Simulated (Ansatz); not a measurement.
# AlPNH4OF (SMILES [NH2][Al]([F])[PH]O) at wB97X/def2-SVP

Aim: the vertical ionisation energy of AlPNH4OF at wB97X/def2-SVP, from 2 runs. 

Program for the calculation: Ansatz 0.2.0.

147 further runs of the same task are left out: 147 set aside as unsound or not needed.

### 1 The molecule

AlPNH4OF has 9 atoms, charge 0, and is taken as a singlet. SMILES: `[NH2][Al]([F])[PH]O`. The coordinates come from a PBE0-D4/def2-TZVP relaxation. This is one conformer, not always the lowest.

Bond lengths: N1–Al2 1.755 Å, Al2–F3 1.652 Å, Al2–P4 2.334 Å, P4–O5 1.677 Å, N1–H6 1.007 Å, N1–H7 1.006 Å, P4–H8 1.430 Å, O5–H9 0.960 Å. Angles: N1–Al2–F3 119.8°, N1–Al2–P4 121.0°, F3–Al2–P4 119.0°, Al2–P4–O5 96.2°, Al2–N1–H6 122.5°, Al2–N1–H7 126.3°, Al2–P4–H8 92.8°, O5–P4–H8 100.3°, P4–O5–H9 109.0°, H6–N1–H7 111.1°.

### 2 The energy at wB97X/def2-SVP

Contents of run.yaml:

```yaml
crystal:
  periodic: [false, false, false]
  atoms:
    - symbol: N
      position_ang: [1.489200, 1.004600, -0.185800]
    - symbol: Al
      position_ang: [0.882400, -0.572900, 0.285200]
    - symbol: F
      position_ang: [1.905300, -1.677400, 0.966000]
    - symbol: P
      position_ang: [-1.322700, -1.196100, -0.158400]
    - symbol: O
      position_ang: [-1.889900, 0.351100, -0.471500]
    - symbol: H
      position_ang: [0.893900, 1.722700, -0.565900]
    - symbol: H
      position_ang: [2.431700, 1.338900, -0.072400]
    - symbol: H
      position_ang: [-1.643200, -1.310200, 1.230300]
    - symbol: H
      position_ang: [-2.658100, 0.293000, -1.044600]
basis:
  gaussian:
    orbitals: def2-SVP
hamiltonian:
  xc: {name: wB97X}
accuracy: high
output: {orbitals: {seedname: orbitals}}
```

Started as:

```
$ ansatz run run.yaml --threads 1 --pin off --max-ram 3480MiB --events-out events.jsonl --progress --plain --runs-dir runs
```

The program printed:

```text
Warning: RAYON_NUM_THREADS=1 ignored (pool sized by the plan → 1); use --threads N
Functional definition: wB97X
  name "wB97X"
  parameter omega = 0.3/bohr
  parameter cx = 0.157706
  parameter cx1 = 0.726479
  parameter cx2 = 1.04760
  parameter cx3 = -5.70635
  parameter cx4 = 13.2794
  parameter css1 = -4.33879
  parameter css2 = 18.2308
  parameter css3 = -31.7430
  parameter css4 = 17.2901
  parameter cos1 = 2.37031
  parameter cos2 = -11.3995
  parameter cos3 = 6.58405
  parameter cos4 = -3.78132
  exchange = spin_sum(e_x_unif_sr(omega)*poly(b97_u_x, 1 - cx, cx1, cx2, cx3, cx4)) + cx*exact_x_sr(omega)
      + exact_x_lr(omega)
  correlation = spin_sum(e_c_pw_same_spin*poly(b97_u_same, 1, css1, css2, css3, css4))
      + integral(e_c_pw_opposite_spin*poly(b97_u_opposite, 1, cos1, cos2, cos3, cos4))
2114 factors; integrals over basis functions are off by at most 6.6e-9 eV
420 factors; integrals over basis functions are off by at most 2.1e-9 eV
mean field evaluation 1: about -22187.8569 eV, gradient 6.7e1 eV
mean field evaluation 2: about -22187.1855 eV, gradient 7.2e1 eV
mean field evaluation 4: about -22196.1755 eV, gradient 2.2e0 eV
mean field evaluation 8: about -22196.3201 eV, gradient 1.3e-1 eV
mean field evaluation 16: about -22196.3203 eV, gradient 1.0e-4 eV
mean field -22196.32025473 eV, -815.6997241551 hartree, gradient 1.0e-8 eV, S^2 0.000000; 0 other end points of the search recorded, 0 dependent functions left out
reference -22196.32025132 eV, -815.6997240298 hartree; 28, 28 occupied and 70, 70 virtual orbitals, 2114 factors
Total energy: -22196.32025132 eV, -815.6997240298 hartree
```

It took 41 s on 1 thread of Arm Neoverse V1, shared host; peak memory 0.62 GiB.

### 3 The doublet cation

Contents of run.yaml:

```yaml
crystal:
  periodic: [false, false, false]
  atoms:
    - {symbol: N, position_ang: [1.489200, 1.004600, -0.185800]}
    - {symbol: Al, position_ang: [0.882400, -0.572900, 0.285200]}
    - {symbol: F, position_ang: [1.905300, -1.677400, 0.966000]}
    - {symbol: P, position_ang: [-1.322700, -1.196100, -0.158400]}
    - {symbol: O, position_ang: [-1.889900, 0.351100, -0.471500]}
    - {symbol: H, position_ang: [0.893900, 1.722700, -0.565900]}
    - {symbol: H, position_ang: [2.431700, 1.338900, -0.072400]}
    - {symbol: H, position_ang: [-1.643200, -1.310200, 1.230300]}
    - {symbol: H, position_ang: [-2.658100, 0.293000, -1.044600]}
basis:
  gaussian:
    orbitals: def2-SVP
accuracy: high
output:
  orbitals: {seedname: orbitals}
hamiltonian:
  xc: {name: wB97X}
magnetization:
  spin_polarized: true
  initial_magnetization: 1
total_charge: 1
```

Started as:

```
$ ansatz run run.yaml --threads 1 --pin off --max-ram 3480MiB --events-out events.jsonl --progress --plain --runs-dir runs
```

The program printed, shortened:

```text
Warning: RAYON_NUM_THREADS=1 ignored (pool sized by the plan → 1); use --threads N
Functional definition: wB97X
  name "wB97X"
[...]
      + exact_x_lr(omega)
[...]
      + integral(e_c_pw_opposite_spin*poly(b97_u_opposite, 1, cos1, cos2, cos3, cos4))
2112 factors; integrals over basis functions are off by at most 6.6e-9 eV
418 factors; integrals over basis functions are off by at most 2.6e-9 eV
[...]
mean field -22187.21439081 eV, -815.3650898282 hartree, gradient 4.4e-8 eV, S^2 0.755358; 4 other end points of the search recorded, 0 dependent functions left out
reference -22187.21438744 eV, -815.3650897044 hartree; 28, 27 occupied and 70, 71 virtual orbitals, 2112 factors
Total energy: -22187.21438744 eV, -815.3650897044 hartree
```

Wall time 2.3 min (1 thread of Arm Neoverse V1, shared host); peak memory 1.1 GiB.

### 4 Results

Level: wB97X/def2-SVP.

| quantity | value |
| --- | --- |
| singlet AlPNH4OF: total energy | -815.69972 Eh |
| singlet AlPNH4OF: HOMO energy | -9.02 eV |
| singlet AlPNH4OF: LUMO energy | 1.83 eV |
| singlet AlPNH4OF: HOMO–LUMO gap | 10.85 eV |
| doublet cation: total energy | -815.36509 Eh |
| doublet cation: HOMO energy (highest over α and β) | -14.56 eV |
| doublet cation: LUMO energy (lowest over α and β) | -9.24 eV |
| doublet cation: ⟨S²⟩ | 0.755 |
| vertical ionisation energy (to the doublet cation) | 9.106 eV |

What this shows: Removing an electron at fixed nuclei costs 9.11 eV (879 kJ/mol). −ε(HOMO) before ionisation, 9.02 eV, is 0.08 eV below this ionisation energy.
